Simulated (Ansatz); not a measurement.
# GaPNH (triplet): the correlation ladder at a displaced geometry (v2), cc-pVDZ

The task here is to estimate one member of a computed series from the others.

Program: Ansatz 0.2.0, Gaussian basis. Level of theory: cc-pVDZ, core rule «outside noble gas», up to 20 orbitals frozen. These are calculated values, not measurements.

To be run: UHF; CCSD(T) on ROHF; CCSD(T) on UHF; BCCD(T) on ROHF; CISD as a restricted active space (open shells left free, so some higher excitations enter); CCSDT(Q) on ROHF; CCSDT(Q) on UHF.

35 further runs of the same task are left out: 8 for a known fault of the program, 9 that didn't finish, 18 set aside as unsound or not needed. Runs told in other sessions of the task aren't counted.

### The geometry

The geometry is a PBE0/def2-TZVP stationary point (not a proven minimum) with its atoms shifted at random (size 0.100 Å). No spin-orbit coupling is included. The filled d shell of Ga may be among the frozen orbitals whatever the setting's name suggests.

4 atoms, charge 0, spin multiplicity 3.

Atoms are counted from 1 here; the program's logs count them from 0.

Bond lengths: Ga1–N3 1.936 Å, P2–N3 1.692 Å, N3–H4 1.071 Å. Angles: Ga1–N3–P2 120.5°, Ga1–N3–H4 120.1°, P2–N3–H4 119.2°.

Set-up of the first run:

Contents of in.yaml:

```yaml
crystal:
  periodic: [false, false, false]
  atoms:
    - {symbol: Ga, position_ang: [0.054862, 0.069419, 1.070557]}
    - {symbol: P, position_ang: [-0.110013, 0.234511, -2.072868]}
    - {symbol: N, position_ang: [-0.033392, -0.734814, -0.687816]}
    - {symbol: H, position_ang: [0.049716, -1.797165, -0.797544]}
basis:
  gaussian: {orbitals: cc-pVDZ}
magnetization: {spin_polarized: true, initial_magnetization: 2}
hamiltonian: {xc: hf}
output: {orbitals: {seedname: orbitals}}
```

Launch:

```bash
ansatz run in.yaml --threads 1 --pin off --events-out ev --progress --plain --max-ram 2393MiB
```

Steps of the session up to this table: UHF; CCSD(T) on ROHF; CCSD(T) on UHF; BCCD(T) on ROHF; CISD as a restricted active space (open shells left free, so some higher excitations enter); CCSDT(Q) on ROHF; CCSDT(Q) on UHF.

One table of the session follows, with a row left open; its other results are not shown here.

```
   method  from UCCSDT(Q) (kJ/mol)
     ROHF                   +904.8
      UHF                   +888.3
     RMP2                   +112.8
     UMP2                   +117.4
    RCCSD                    +35.0
    UCCSD                    +34.6
 RCCSD(T)                     +5.4
 UCCSD(T)                     +5.4
  BCCD(T)                     +5.0
   RCCSDT                        ?
   UCCSDT                     +3.0
RCCSDT(Q)                     +0.3
UCCSDT(Q)                        0
```

Estimate the missing values for RCCSDT.

The run gave: from UCCSDT(Q) (kJ/mol): +3.1. In the column «from UCCSDT(Q) (kJ/mol)» it lies between UCCSDT (+3.0) and BCCD(T) (+5.0).

Not comparable, so not listed: CISD as a restricted active space (open shells left free, so some higher excitations enter) (they don't share determinant, frozen orbitals or solution with the rows shown, or repeat one).

To keep in mind: Restricted and unrestricted rows rest on different reference determinants; a gap between their highest levels can come from leftover correlation error, from unlike frozen cores or from another state.
